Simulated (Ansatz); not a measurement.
A run of Ansatz 0.2.0 is set up as follows.

File input.yaml:

```yaml
crystal:
  lattice:
    - [2.76616, 0.0, 0.0]
    - [-1.38308, 2.39557, 0.0]
    - [0.0, 0.0, 11.02292]
  atoms:
    - { symbol: Ni, position: [0.33333, 0.66667, 0.59712], spin: 1.0 }
    - { symbol: Mo, position: [0.0, 0.0, 0.41074], spin: 1.0 }
    - { symbol: Pd, position: [0.66667, 0.33333, 0.7952] }
    - { symbol: Ir, position: [0.66667, 0.33333, 0.1996], spin: 0.6 }
    - { symbol: W, position: [0.33333, 0.66667, 0.99734] }
hamiltonian:
  xc: pbe
  pseudopotentials: { kind: paw }
  dispersion: d4
magnetization:
  spin_polarized: true
kpoints:
  mp_grid: { grid: [8, 8, 2] }
scf:
  occupations: { method: fermi_dirac, width: 0.05 }
output:
  forces: true
  stress: true
  eigenvalues: true
relax:
  f_tol: 0.01
  max_steps: 40
  cell: { stress_tol: 0.05 }
```

Potentials or basis: Ansatz PAW.

Run with:

```bash
$ ansatz run input.yaml --threads 8 --pin off --max-ram 20480MiB --backend cpu --events-out ev --progress --plain --runs-dir out
```

Predict the relaxed cell.

a = 2.746 Å, b = 2.746 Å, c = 10.956 Å, α = 90.00°, β = 90.00°, γ = 120.00°.

What does it give for the net moment?

0.00 μB per cell.

What does it give for the absolute moment?

0.00 μB per cell.

Predict the relaxed volume.

14.31 Å³/atom.

The path:
```
step  energy change (eV)  largest force (eV/Å)  volume (Å³)
   1              0.0000                0.1169        73.04
   2             -0.0264                0.0362        71.66
   3             -0.0267                0.0135        71.54
   4             -0.0267                0.0010        71.54
   5             -0.0260                0.0010        71.54
```

Caveat: the plane-wave basis is chosen anew once the cell has moved, so the energies of steps on either side of that aren't comparable; pairwise dispersion overbinds metals, which lowers pressure and volume; the starting moments weren't kept. The run has no spin-orbit coupling, so splittings on Ir, W are missing.
